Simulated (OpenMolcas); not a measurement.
# Tc⁵⁺ among point charges: CASSCF and CASPT2 levels and susceptibility

How does a field of 6 point charges split the states of Tc⁵⁺, and what χT follows?

Method: state-averaged CASSCF and CASPT2, spin-orbit coupling by RASSI with atomic mean-field integrals. Code: OpenMolcas 26.06.

## Step 1: The atom as given

- Species: Tc⁵⁺ (technetium, Z = 43, 38 electrons)
- Basis: ANO-RCC-VTZP [7s6p4d2f1g], 68 functions
- Scalar Hamiltonian: DKH2, point nucleus
- Inactive shells: 1s 2s 2p 3s 3p 3d 4s 4p
- Active space: 2 electrons in 5 orbitals (4d)
- Some configurations of this space: 4d²
- Orbitals: optimised for each spin and parity, averaged over all roots

Outer shells as boxes (Hund's rule):

4d2
```
4d [↑ ][↑ ][  ][  ][  ]
```

The ion sits among 6 point charges of -1.5 e arranged as an octahedron (Oh), 2.03 Å from the ion.

Each step is its own input file, run in one work folder so that later steps find the files of earlier ones. Labels, J, g values, rates, χT and fits are worked out afterwards by a script from the matrices that RASSI stores. The input lists half of the charges; inversion (Group=XYZ) makes the rest.

## Step 2: One- and two-electron integrals

a.inp reads:

```
&GATEWAY
Coord
1

Tc 0.0 0.0 0.0
Basis=ANO-RCC-VTZP
Group=XYZ
NoMove
AngMom=0.0 0.0 0.0
AMFI
XField
3 Angstrom 0
2.030000 0.000000 0.000000 -1.500000
0.000000 2.030000 0.000000 -1.500000
0.000000 0.000000 2.030000 -1.500000
&SEWARD
```

## Step 3: Reference wave functions, triplets of even parity, 10 roots

a.inp reads:

```
&RASSCF
FileOrb=start.orb
Symmetry=1
Spin=3
nActEl=2 0 0
Inactive=9 9
Ras2=5 0
CIRoot=10 10 1
SDav=10
CIMx=300
Iter=120 100
PrWF=0.3
OrbListing=Nothing
MaxOrb=0
>>> COPY $Project.JobIph JOB001
```

start.orb holds the contracted functions of the basis, ordered by shell, or the orbitals of the step before.

## Step 4: CASSCF: singlets of even parity, 15 roots

a.inp reads:

```
&RASSCF
FileOrb=start.orb
Symmetry=1
Spin=1
nActEl=2 0 0
Inactive=9 9
Ras2=5 0
CIRoot=15 15 1
SDav=15
CIMx=300
Iter=120 100
PrWF=0.3
OrbListing=Nothing
MaxOrb=0
>>> COPY $Project.JobIph JOB002
```

## Step 5: State interaction with spin-orbit coupling

a.inp reads:

```
&RASSI
NrOfJobIphs=2 10 15
1 2 3 4 5 6 7 8 9 10
1 2 3 4 5 6 7 8 9 10 11 12 13 14 15
IphNames
JOB001
JOB002
EJob
SpinOrbit
DIPRint=1.0
SOCoupling=1000.0
Subsets=2
Property=9
'ANGMOM' 1 'ANGMOM' 2 'ANGMOM' 3 'MLTPL  1' 1 'MLTPL  1' 2 'MLTPL  1' 3
'AMFI' 1 'AMFI' 2 'AMFI' 3
SOProperty=3
'ANGMOM' 1 'ANGMOM' 2 'ANGMOM' 3
```

## Step 6: CASPT2: IPEA 0.25, imaginary shift 0.1 (closed shells correlated: 4s 4p)

a.inp reads:

```
>>> COPY JOB001 $Project.JobIph
&CASPT2
Multistate=10 1 2 3 4 5 6 7 8 9 10
NoMult
Frozen=8 6
IPEA=0.25
Imaginary=0.1
MaxIter=60
WThr=0.0 0.3 0.05
PrWF=0.5
NoMix
>>> COPY JOB002 $Project.JobIph
&CASPT2
Multistate=15 1 2 3 4 5 6 7 8 9 10 11 12 13 14 15
NoMult
Frozen=8 6
IPEA=0.25
Imaginary=0.1
MaxIter=60
WThr=0.0 0.3 0.05
PrWF=0.5
NoMix
```

(Steps that only read results are left out.)

Q: Predict the outcome of this session. Wanted: spin-free ground state; first state of the same spin within the active space; lowest level; next level.

The runs gave:

```
                                            quantity                                                                        value
                                              method  SS-CASPT2, IPEA 0.25, imaginary shift 0.1 (closed shells correlated: 4s 4p)
                              spin-free ground state                                              3T1, 3-fold in its orbital part
first state of the same spin within the active space                                                             3T2 at 4310 cm⁻¹
                                        lowest level                                               2-fold E, g = 0.00, 0.00, 0.00
                                          next level                                                                   399.1 cm⁻¹
                                         χT at 300 K                                                               0.14 cm³ K/mol
                           effective moment at 300 K                                                                      1.06 μB
```

Cost by method:

```tsv
method	time of its own steps	time with the reference
A. CASSCF	3.6 s	3.6 s
B. SS-CASPT2, IPEA 0.25, imaginary shift 0.1, +4s 4p	2.3 s	5.9 s
```

Times are of one thread on a shared host.

What this shows: The spin-free ground state (3T1) comes to 99 % from free-ion F terms and keeps the highest spin of the shell. χT at 300 K is 0.14, against 1.00 cm³ K/mol for the spin alone, so spin-orbit coupling lowers it. A ligand-field fit to the states below 45000 cm-1 gives 10Dq = 5701 cm-1, B = 788 cm-1 and C = 3232 cm-1 (C/B = 4.10), with a deviation of 184 cm-1. CASPT2 does not keep the components of a term degenerate, and the means are used. The field of point charges can differ much from that of real complexes. Point charges carry no covalency, so the field is a model and not that of real ligands.
